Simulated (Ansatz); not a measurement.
What does this script print? It uses the Ansatz DFT code, driven from Python.

`c3h7fsi.xyz`
```text
12

F    -1.37320    2.08460    0.46430
C    -0.63740    1.46920    1.34550
C    -0.00060    0.28160    0.71630
C    -0.04820   -0.09240   -0.55220
Si    0.66280   -1.55250   -1.37780
H     0.11720    2.19360    1.71110
H    -1.23810    1.16420    2.18780
H     0.71510   -0.26860    1.39370
H    -0.76350    0.48490   -1.16760
H     1.49580   -1.09020   -2.47700
H     1.51210   -2.26580   -0.36730
H    -0.36510   -2.46380   -1.84270
```

`bde_c3h7fsi.py`
```python
"""X-H bond energies of C3H7FSi without relaxation."""

import ansatz as az

BASIS = "def2-TZVP"
XC = "r2scan"


def energy(molecule, charge=0, unpaired=0):
    calc = molecule.calculation().basis(gaussian=BASIS).functional(XC)
    if charge:
        calc = calc.charge(charge)
    if unpaired:
        calc = calc.spin("collinear", total=unpaired)
    return calc.run(threads=1).report["free_energy_ev"]

def without(molecule, index):
    rest = az.Crystal.molecule()
    for i, site in enumerate(molecule.cartesian_sites):
        if i != index:
            rest = rest.atom(site.symbol, site.position_ang)
    return rest

molecule = az.Crystal.molecule_from_extxyz("c3h7fsi.xyz")

whole = energy(molecule, 0)
hydrogen = energy(az.Crystal.molecule().atom("H", (0, 0, 0)), 0, 1)
print(f"E(molecule) = {whole:.5f} eV, E(H) = {hydrogen:.5f} eV")
for index in [6, 7, 8]:
    radical = energy(without(molecule, index), 0, 1)
    print(f"H{index}: homolysis {23.060548 * (radical + hydrogen - whole):.1f} kcal/mol")
    anion = energy(without(molecule, index), -1)
    print(f"H{index}: loss of a proton {23.060548 * (anion - whole):.1f} kcal/mol")
```

`python bde_c3h7fsi.py` gives:
```text
E(molecule) = -13817.18059 eV, E(H) = -13.60370 eV
H6: homolysis 97.9 kcal/mol
H6: loss of a proton 392.8 kcal/mol
H7: homolysis 109.2 kcal/mol
H7: loss of a proton 408.6 kcal/mol
H8: homolysis 106.0 kcal/mol
H8: loss of a proton 403.9 kcal/mol
```

What to keep in mind:
- Total energies depend on the basis set; only differences at equal settings carry meaning.
- The geometry is a force-field or estimated start, not a minimum of this method, and the basis set is short of its limit. All parts are taken at fixed geometry, without zero-point energy.
- Anions want diffuse functions, which this basis lacks.
- Hardware and time: 2.3 min on 1 thread of Arm Neoverse V1, on a shared host, peak memory 0.38 GiB.
